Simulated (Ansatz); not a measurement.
# F3GeH3: the cost of one run

Method: RKS PBE0-D4/def2-SVP, in Ansatz 0.2.0.

### Step 1. The system as given

Bond lengths: Ge1–F3 1.680 Å, Ge1–H4 1.549 Å, Ge1–F5 1.679 Å, Ge1–F6 1.980 Å. Angles: F3–Ge1–H4 109.5°, F3–Ge1–F5 109.5°, F3–Ge1–F6 178.9°, H4–Ge1–F5 109.5°, H4–Ge1–F6 70.0°, F5–Ge1–F6 70.0°.

Structure file:

```xyz
7

Ge    0.0000    0.0000    0.0000
H     0.0000    0.0000    1.9000
F     1.5842    0.0000   -0.5594
H    -0.7300    1.2648   -0.5162
F    -0.7913   -1.3709   -0.5594
F    -1.8790    0.0000    0.6243
H    -1.0089    0.0000    1.7574
```

### Step 2. A restrained relaxation towards end A

Springs on the bonds that form and break draw the guess towards this end; the thresholds are loose.

File input.yaml:

```yaml
crystal:
  periodic: [false, false, false]
  atoms:
    - { symbol: Ge, position_ang: [0.0, 0.0, 0.0] }
    - { symbol: H, position_ang: [0.0, 0.0, 1.9] }
    - { symbol: F, position_ang: [1.5842, 0.0, -0.5594] }
    - { symbol: H, position_ang: [-0.73, 1.2648, -0.5162] }
    - { symbol: F, position_ang: [-0.7913, -1.3709, -0.5594] }
    - { symbol: F, position_ang: [-1.879, 0.0, 0.6243] }
    - { symbol: H, position_ang: [-1.0089, 0.0, 1.7574] }
basis:
  gaussian: { orbitals: def2-SVP }
hamiltonian:
  xc: pbe0
  dispersion: d4
relax:
  f_tol: 0.15
  max_steps: 25
  restrain:
    - { distance: [0, 5], at: 2.88, k: 30.0 }
    - { distance: [6, 1], at: 1.86, k: 30.0 }
    - { distance: [0, 1], at: 1.55, k: 30.0 }
    - { distance: [6, 5], at: 0.92, k: 30.0 }
output:
  orbitals: {}
```

Started as:

```sh
ansatz run input.yaml --threads 2 --pin off --max-ram 3072MiB --backend cpu --events-out ev --progress --plain --runs-dir out
```

What time and memory should one allow on 2 threads of Arm Neoverse V1, shared host?

About 18 s, with a peak of 0.19 GiB.
